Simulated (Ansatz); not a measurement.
This script drives the Python package of Ansatz (0.2.0).

`h5nosesi_bend.py`
```python
# -*- coding: utf-8 -*-
import ansatz as az
from ase import Atoms

SETTINGS = {
    "basis_set": "def2-SVP",
    "xc": "pbe0",
    "force_tol": 0.02,
}

atoms = Atoms(["N", "Si", "O", "Se", "H", "H", "H", "H", "H"], positions=[
    [-0.5547, 1.2924, 0.5972],
    [0.2887, 0.1771, -0.4444],
    [1.7311, -0.2486, 0.314],
    [-0.8994, -1.6793, -0.7702],
    [-0.8333, 0.8289, 1.4541],
    [-1.5089, 1.5469, 0.1012],
    [0.61, 0.8069, -1.7387],
    [2.2525, -0.8387, -0.3201],
    [-0.9974, -1.9318, 0.7897],
])

first = (
    az.Crystal.molecule_from_ase(atoms).calculation()
    .basis(gaussian=SETTINGS["basis_set"])
    .functional(SETTINGS["xc"])
    .relax(force_tolerance=SETTINGS["force_tol"], max_steps=80)
)
atoms.positions = first.run(threads=1, backend="cpu").report["positions_ang"]

rows = []
for angle in [90, 100, 110, 120, 135, 150, 165, 179]:
    bent = atoms.copy()
    bent.set_angle(1, 2, 7, angle, indices=[7])
    setup = (
        az.Crystal.molecule_from_ase(bent).calculation()
        .basis(gaussian=SETTINGS["basis_set"])
        .functional(SETTINGS["xc"])
    )
    rows.append((angle, setup.run(threads=1, backend="cpu").report["free_energy_ev"]))
floor = min(e for _, e in rows)
for angle, e in rows:
    print(f"angle Si1-O2-H7 = {angle:3d} deg   {1000 * (e - floor):9.1f} meV")
```

It is started by `python h5nosesi_bend.py`. How long does it take on 1 thread of Arm Neoverse V1 (shared host), and how much memory does it need?

It took about 80 s, with a peak of 0.31 GiB, for 9 runs of the engine.

`python h5nosesi_bend.py` gives:
```text
angle Si1-O2-H7 =  90 deg       256.1 meV
angle Si1-O2-H7 = 100 deg        72.9 meV
angle Si1-O2-H7 = 110 deg         0.0 meV
angle Si1-O2-H7 = 120 deg         6.6 meV
angle Si1-O2-H7 = 135 deg       111.6 meV
angle Si1-O2-H7 = 150 deg       264.4 meV
angle Si1-O2-H7 = 165 deg       398.2 meV
angle Si1-O2-H7 = 179 deg       461.3 meV
```

The scan is rigid, and the energies are electronic, in a modest basis. The zero is the lowest point of the grid, which needn't be the minimum.
